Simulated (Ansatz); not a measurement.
**YRh3 (TiAl3 type): equation of state**

One table from this session's results is given with a row withheld; the runs are named, their logs left out.

Computed with Ansatz 0.2.0 (DFT PBEsol, scalar-relativistic, plane waves, PAW, unless a step's input says otherwise).

## The starting structure

It takes space group I4/mmm (No. 139, tetragonal). The conventional cell has a = 4.018 Å, b = 4.018 Å, c = 7.899 Å, α = 90.00°, β = 90.00°, γ = 90.00°. Around Y (site symmetry 4/mmm) lie 12 Rh at 2.82 to 2.84 Å. Rh (site symmetry 4/mmm) has 8 Rh at 2.82 Å and 4 Y at 2.84 Å as nearest neighbours. Rh (site symmetry -4m2) is surrounded by 4 Y at 2.82 Å and 8 Rh at 2.82 to 2.84 Å.

As a file:

```
CELL_PARAMETERS angstrom
-2.00898 2.00898 3.94964
2.00898 -2.00898 3.94964
2.00898 2.00898 -3.94964
ATOMIC_POSITIONS crystal
Y 0.00000 0.00000 0.00000
Rh 0.50000 0.50000 0.00000
Rh 0.75000 0.25000 0.50000
Rh 0.25000 0.75000 0.50000
```

This cell comes from an earlier session at PBEsol: 15.941 Å³/atom at 0.00 GPa, on a 12×12×12 mesh.

Volume factors to run: 0.980, 1.020, 0.960, 1.040.

Set-up of the first run:

Contents of input.yaml:

```yaml
crystal:
  lattice:
    - [-1.995495486, 1.995495486, 3.9231305327]
    - [1.995495486, -1.995495486, 3.9231305327]
    - [1.995495486, 1.995495486, -3.9231305327]
  atoms:
    - { symbol: "Y", position: [0.0, 0.0, 0.0] }
    - { symbol: Rh, position: [0.5, 0.5, 0.0] }
    - { symbol: Rh, position: [0.75, 0.25, 0.5] }
    - { symbol: Rh, position: [0.25, 0.75, 0.5] }
basis:
  ecutwfc: 420
  ecutrho_ratio: 4
kpoints:
  mp_grid: { grid: [12, 12, 12] }
hamiltonian:
  xc: pbesol
scf:
  occupations: { method: gaussian, width: 0.05 }
output:
  forces: true
  stress: true
  eigenvalues: true
relax:
  f_tol: 0.01
  max_steps: 40
  cell: { stress_tol: 0.1, fix: [volume] }
```

The run is started by

```console
> ansatz run input.yaml --threads 4 --pin off --max-ram 4096MiB --backend cpu --events-out ev --progress --plain --runs-dir out
```

Steps of the session up to this table: Scaling the volume by 0.980; Volume × 1.020; Scaling the volume by 0.960; At 1.040 of the relaxed volume.

One table of the session follows, with a row left open; its other results are not shown here.

It belongs to the step «Energy and pressure against volume». 

```
volume (Å³/atom)  energy (meV/atom)  pressure (GPa)
          15.303              15.31            8.03
          15.622               3.67            3.78
          15.941               0.00            0.00
          16.260                  ?               ?
          16.578              13.24           -6.39
```

Q: Estimate the row for volume (Å³/atom) = 16.260 from the others.

Worked estimate for «energy (meV/atom)». A straight line through the neighbours (15.941, 0.00) and (16.578, 13.24) gives 0.00 + (13.24 − 0.00) × (16.260 − 15.941) / (16.578 − 15.941) = 6.63; a parabola fitted to 3 rows on both sides gives 3.20.

**Answer.** energy (meV/atom): 3.45; pressure (GPa): -3.38. In «energy (meV/atom)» the line misses by +3.18 and the parabola by -0.25.
